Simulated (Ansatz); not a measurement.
# Sn: the cost of one run

Method: DFT PBEsol, scalar-relativistic, plane waves, PAW, in Ansatz 0.2.0.

**1. The structure to begin with**

Symmetry: Im-3m, No. 229, cubic system. Conventional cell: a = 3.789 Å, b = 3.789 Å, c = 3.789 Å, α = 90.00°, β = 90.00°, γ = 90.00°. Sn (site symmetry m-3m) is surrounded by 8 Sn at 3.28 Å.

As a file:

```cif
data_structure
_symmetry_space_group_name_H-M 'P 1'
_symmetry_Int_Tables_number 1
_cell_length_a 3.2816
_cell_length_b 3.2816
_cell_length_c 3.2816
_cell_angle_alpha 109.471
_cell_angle_beta 109.471
_cell_angle_gamma 109.471
_cell_volume 27.20
loop_
_atom_site_label
_atom_site_type_symbol
_atom_site_fract_x
_atom_site_fract_y
_atom_site_fract_z
_atom_site_occupancy
Sn1 Sn 0.00000 0.00000 0.00000 1
```

It goes back to an entry of the Materials Project, which need not be the stable form.

The cell is taken as given, not relaxed at this level.

**2. The undisturbed cell**

input.yaml reads:

```yaml
crystal:
  lattice:
    - [-1.8946518192, 1.8946518192, 1.8946518192]
    - [1.8946518192, -1.8946518192, 1.8946518192]
    - [1.8946518192, 1.8946518192, -1.8946518192]
  atoms:
    - { symbol: Sn, position: [0.0, 0.0, 0.0] }
basis:
  ecutwfc: 420
kpoints:
  mp_grid: { grid: [18, 18, 18] }
hamiltonian:
  xc: pbesol
scf:
  occupations: { method: gaussian, width: 0.15 }
output:
  forces: true
  stress: true
  eigenvalues: true
```

What time and memory should one allow on 1 thread of an Arm CPU, shared host?

About 2.6 s, with a peak of 0.33 GiB.
